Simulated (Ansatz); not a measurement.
What does this script print? It uses the Python package of Ansatz (0.2.0).

Script `mg3zn.py`:
```python
'''Density of Mg3Zn less that of its sublattices.'''

import ansatz as az
import numpy as np

SETTINGS = {
    'functional': 'pbesol',
    'cutoff': 460,
    'kmesh': (6, 6, 6),
}

VECTORS = np.array([
    [4.275517, 0.0, 0.0],
    [0.0, 4.275517, 0.0],
    [0.0, 0.0, 4.275517],
])
SITES = [
    ('Mg', (0.5, 0.5, 0.0)),
    ('Mg', (0.5, 0.0, 0.5)),
    ('Mg', (0.0, 0.5, 0.5)),
    ('Zn', (0.0, 0.0, 0.0)),
]


def on_lattice(cell):
    crystal = az.Crystal(lattice=az.Lattice.of(cell))
    for symbol, position in SITES:
        crystal = crystal.atom(symbol, position)
    return crystal


def main() -> None:
    # one cutoff and one grid for all runs, so that the fields can be subtracted
    def solve(crystal):
        return (
            crystal.calculation()
            .occupations(az.OccupationsMethod.GAUSSIAN, width=100 * az.meV)
            .functional(SETTINGS['functional'])
            .basis(SETTINGS['cutoff'], grid_basis='typed')
            .kpoints(*SETTINGS['kmesh'])
            .density()
            .run(threads=1)
        )


    whole = solve(on_lattice(VECTORS))
    difference = whole.density().channels[0].density_e_per_ang3.copy()
    binding = whole.report['free_energy_ev']
    for element in ['Mg', 'Zn']:
        part = az.Crystal(lattice=az.Lattice.of(VECTORS))
        for symbol, position in SITES:
            if symbol == element:
                part = part.atom(symbol, position)
        alone = solve(part)
        difference -= alone.density().channels[0].density_e_per_ang3
        binding -= alone.report['free_energy_ev']
        print(f'{element} sublattice: {alone.report["n_electrons"]:g} electrons, {alone.report["n_iterations"]} iterations')

    voxel = abs(np.linalg.det(VECTORS)) / difference.size
    print(f'energy of the crystal less its unpolarised sublattices: {binding / len(SITES):.4f} eV/atom')
    print(f'net charge of the difference {difference.sum() * voxel:.5f} e, charge rearranged {0.5 * np.abs(difference).sum() * voxel:.3f} e')
    print(f'extremes {difference.min():.4f} and {difference.max():.4f} e/A^3')
    for (symbol, position) in SITES:
        index = tuple(int(round(p * n)) % n for p, n in zip(position, difference.shape))
        print(f'  change of the pseudo-density at the grid point nearest {symbol}: {difference[index]:+.4f} e/A^3')


if __name__ == '__main__':
    main()
```

Output of `python mg3zn.py`:
```text
Mg sublattice: 30 electrons, 6 iterations
Zn sublattice: 12 electrons, 7 iterations
energy of the crystal less its unpolarised sublattices: -0.6355 eV/atom
net charge of the difference -0.00000 e, charge rearranged 0.309 e
extremes -0.2101 and 0.0186 e/A^3
  change of the pseudo-density at the grid point nearest Mg: -0.0029 e/A^3
  change of the pseudo-density at the grid point nearest Mg: -0.0029 e/A^3
  change of the pseudo-density at the grid point nearest Mg: -0.0029 e/A^3
  change of the pseudo-density at the grid point nearest Zn: -0.2101 e/A^3
```

Reading the output:
- The fields are valence quantities on the plane-wave grid; their values near the nuclei depend on the potentials.
- The structure comes from a database of computed cells and needn't be a stable or known phase.
- Charge moved counts every rearrangement, bonding and polarisation too, and is no transfer between atoms; the bare sublattices are artificial references. Values near the nuclei depend on the potentials.
- Run time: 4.4 s on 1 thread of Arm Neoverse V2, on a shared host, peak memory 0.39 GiB.
